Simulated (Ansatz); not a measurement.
# SiGeH6 (singlet): from Hartree-Fock to the top rungs at a displaced geometry (v2), cc-pVDZ

One table from this session's results is given with a row withheld; the runs are named, their logs left out.

Program: Ansatz 0.2.0, Gaussian basis. Level of theory: cc-pVDZ, core rule «outside noble gas», up to 19 orbitals frozen. These are calculated values, not measurements.

Plan: UHF; CCSD(T) on RHF; BCCD(T) on RHF; CISD; CCSDT(Q) on RHF; CASSCF and NEVPT2, 8 electrons in 8 orbitals.

11 further runs of the same task are left out: 1 for a mislabelled method, 4 that didn't finish, 6 set aside as unsound or not needed.

## The geometry

The geometry is a PBE0/def2-TZVP stationary point (not a proven minimum) with its atoms shifted at random (size 0.100 Å). No spin-orbit coupling is included. The filled d shell of Ge may be among the frozen orbitals whatever the setting's name suggests; the logs give the count.

8 atoms, charge 0, spin multiplicity 1.

Atoms are counted from 1 here; the program's logs count them from 0.

Bond lengths: Si1–Ge2 2.215 Å, Si1–H3 1.498 Å, Si1–H4 1.545 Å, Si1–H5 1.638 Å, Ge2–H6 1.695 Å, Ge2–H7 1.471 Å, Ge2–H8 1.552 Å. Angles: Ge2–Si1–H3 113.4°, Ge2–Si1–H4 109.4°, Ge2–Si1–H5 112.6°, H3–Si1–H4 109.0°, H3–Si1–H5 107.2°, H4–Si1–H5 104.8°, Si1–Ge2–H6 115.3°, Si1–Ge2–H7 114.2°, Si1–Ge2–H8 114.4°, H6–Ge2–H7 103.3°, H6–Ge2–H8 103.1°, H7–Ge2–H8 105.0°.

Set-up of the first run:

File in.yaml:

```yaml
crystal:
  periodic: [false, false, false]
  atoms:
    - {symbol: Si, position_ang: [-1.571432, -0.008153, -0.006041]}
    - {symbol: Ge, position_ang: [0.642994, 0.008221, 0.004055]}
    - {symbol: H, position_ang: [-2.176479, 1.361935, -0.000511]}
    - {symbol: H, position_ang: [-2.085565, -0.788675, 1.223869]}
    - {symbol: H, position_ang: [-2.190157, -0.804707, -1.296727]}
    - {symbol: H, position_ang: [1.379965, -1.515851, -0.072019]}
    - {symbol: H, position_ang: [1.235423, 0.611854, 1.207318]}
    - {symbol: H, position_ang: [1.284472, 0.770177, -1.185830]}
basis:
  gaussian: {orbitals: cc-pVDZ}
magnetization: {spin_polarized: true, initial_magnetization: 0}
hamiltonian: {xc: hf}
output: {orbitals: {seedname: orbitals}}
```

The run is started by

```
$ ansatz run in.yaml --threads 1 --pin off --events-out ev --progress --plain --max-ram 2393MiB
```

Steps of the session up to this table: UHF; CCSD(T) on RHF; BCCD(T) on RHF; CISD; CCSDT(Q) on RHF; CASSCF and NEVPT2, 8 electrons in 8 orbitals.

One table of the session follows, with a row left open; its other results are not shown here.

| method | from RCCSDT(Q) (meV) |
| --- | --- |
| RHF | +7361.2 |
| RMP2 | +1602.3 |
| CISD | +922.7 |
| RCCSD | +206.8 |
| RCCSD(T) | ? |
| BCCD(T) | +37.8 |
| RCCSDT | +6.0 |
| RCCSDT(Q) | 0 |
| CASSCF frontier | +5663.0 |
| NEVPT2 frontier | +1554.9 |

Q: Estimate the row for RCCSD(T) from the others.

**Answer.** from RCCSDT(Q) (meV): +38.9. In the column «from RCCSDT(Q) (meV)» it lies between BCCD(T) (+37.8) and RCCSD (+206.8).
